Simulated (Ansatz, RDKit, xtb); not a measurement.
**C4H7FNS+: which of the isomers drawn lies lowest?**

A sample of isomers of C4H7FNS+ (charge +1) is drawn. Aim: find which of them has the lowest free energy at 298.15 K, then its properties. The sample is small against all isomers, and the most stable one of this formula need not be in it.

Plan: many cheap relaxations first (GFN2-xTB), then density-functional screening, relaxation at B3LYP-D3(BJ)/def2-SVP, vibrations (at GFN2-xTB) and a final energy. The numbers are computed, not measured.

## Step 1: Candidates

Isomers were taken from a list of plausible structures; this is a sample, not all of them. That gives 4 candidates.

```tsv
label	SMILES	spin
c126	C[S@+](CF)CC#N	singlet
c824	C[N+]#C[C@H](F)SC	singlet
c980	C[N+]#CCSCF	singlet
c981	C[S+](C)[C@H](F)C#N	singlet
```

Candidates are built by distance geometry, with a force field where one applies, in up to four conformers (letters a to d).

Q: Predict the outcome of this search (final energies at CCSD(T)/def2-SVP + MP2/def2-TZVPP - MP2/def2-SVP).

| quantity | value |
| --- | --- |
| lowest structure found | C[N+]#CCSCF, singlet |
| next finalist | C[N+]#C[C@H](F)SC, singlet, 8.6 kcal/mol higher in G |
| share at equilibrium, among the finalists | 100.0 % |

`C[N+]#CCSCF` comes out lowest. Among the finalists first place is clear (8.6 kcal/mol); structures outside the list aren't covered. GFN2-xTB, r2SCAN-D4/def2-SVP, B3LYP-D3(BJ)/def2-SVP, HF/def2-SVP and MP2/def2-SVP already put its bonding pattern lowest among the structures in one piece; HF/STO-3G favours the singlet C[S@+](CF)CC#N. One minimum inside the window was never screened. The search is not exhaustive (a finite list of starts, one conformer a finalist), so a lower isomer can't be ruled out. Only 4 drawn patterns were tried, so whole families of isomers are missing, and the result ranks this sample alone.
